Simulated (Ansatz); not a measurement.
# C₂H₅FO₂Si: a ladder of functionals and wavefunction methods

Aim: compute C₂H₅FO₂Si with functionals from several rungs and with coupled cluster. The yardstick is the atomisation energy at the CCSD(T) limit.

Method: functionals in def2-TZVPP, the program's frozen cores in correlated methods; program: Ansatz 0.2.0, Gaussian basis.

The runs, in order: PBE-D4, r2SCAN-D4, PBE0-D4, B3LYP-D4, ωB97X-V, ωB97M-V, B2PLYP; CCSD(T)/def2-TZVPP; MP2/def2-QZVPP; extrapolation to the limit.

## Step 1: The relaxed structure

An earlier PBE0-D4 in a triple-zeta def2 set relaxation fixed the geometry.

SMILES `O[Si@@H](F)[C@@H]1CO1`, 11 atoms, charge 0, spin multiplicity 1.

Atoms are counted from 1 here; the program's logs count them from 0.

Bond lengths: O1–Si2 1.627 Å, O1–H7 0.963 Å, Si2–F3 1.595 Å, Si2–C4 1.867 Å, Si2–H8 1.475 Å, C4–C5 1.469 Å, C4–O6 1.445 Å, C4–H9 1.089 Å, C5–O6 1.410 Å, C5–H10 1.087 Å, C5–H11 1.088 Å. Angles: Si2–O1–H7 114.3°, O1–Si2–F3 112.0°, O1–Si2–C4 106.9°, O1–Si2–H8 108.4°, F3–Si2–C4 107.6°, F3–Si2–H8 106.8°, C4–Si2–H8 115.2°, Si2–C4–C5 119.4°, Si2–C4–O6 112.5°, Si2–C4–H9 120.8°, C5–C4–O6 57.9°, C5–C4–H9 116.2°, O6–C4–H9 113.1°, C4–C5–O6 60.2°, C4–C5–H10 118.7°, C4–C5–H11 119.9°, O6–C5–H10 115.1°, O6–C5–H11 115.5° and more.

## Step 2: PBE-D4 (GGA)

The input, in.yaml:

```yaml
crystal:
  periodic: [false, false, false]
  atoms:
    - {symbol: O, position_ang: [0.661020, -0.732917, 1.740797]}
    - {symbol: Si, position_ang: [-0.700813, -0.065852, 1.150061]}
    - {symbol: F, position_ang: [-1.178495, 1.184321, 2.018343]}
    - {symbol: C, position_ang: [-0.301712, 0.556742, -0.564201]}
    - {symbol: C, position_ang: [0.498225, -0.281278, -1.466743]}
    - {symbol: O, position_ang: [1.114205, 0.770501, -0.758624]}
    - {symbol: H, position_ang: [1.472995, -0.328272, 1.418665]}
    - {symbol: H, position_ang: [-1.779597, -1.069899, 1.219088]}
    - {symbol: H, position_ang: [-0.918457, 1.319549, -1.037282]}
    - {symbol: H, position_ang: [0.409411, -0.125595, -2.538533]}
    - {symbol: H, position_ang: [0.788620, -1.284102, -1.160971]}
basis:
  gaussian: {orbitals: def2-TZVPP}
hamiltonian: {xc: pbe, dispersion: d4}
output: {forces: true, orbitals: {seedname: orbitals}}
```

Run with:

```
ansatz run in.yaml --threads 4 --pin off --events-out ev --progress --plain --max-ram 10444MiB
```

Further steps of the session: r2SCAN-D4 (meta-GGA); PBE0-D4 (hybrid); B3LYP-D4 (hybrid); ωB97X-V (range-separated); ωB97M-V (range-separated); B2PLYP (double hybrid); CCSD(T) in def2-TZVPP; MP2 in def2-QZVPP.

**Question.** What will the summary of the whole plan be? Wanted: atomisation energy, CCSD(T)/CBS; farthest; mean size of error, hybrid; mean size of error, range-separated; gap, smallest and largest; T1 diagnostic; triples share of the correlation energy.

**Answer**, as computed:

| quantity | value |
| --- | --- |
| atomisation energy, CCSD(T)/CBS | 4459.5 kJ/mol |
| functionals within 22.3 kJ/mol (0.5 %) | r2SCAN-D4, PBE0-D4, ωB97X-V, ωB97M-V |
| farthest | PBE-D4 (+93.3 kJ/mol) |
| mean size of error, hybrid | 28.3 kJ/mol |
| mean size of error, range-separated | 3.0 kJ/mol |
| gap, smallest and largest | 5.91 eV (PBE-D4), 13.00 eV (ωB97X-V) |
| T1 diagnostic | 0.0121 |
| triples share of the correlation energy | 3.6 % |

What this shows: PBE-D4 is off by +93.3 kJ/mol. Double hybrids carry the basis error of their MP2 part in triple zeta, and no dispersion term here, so their miss is partly the set-up's. The reference freezes the cores and leaves out relativity and excitations past (T), so misses under about 22.3 kJ/mol can't be ranked. Hartree-Fock recovers 71 % of the binding; the rest is correlation. Orbital gaps span 5.9 to 13.0 eV; exact exchange widens them.
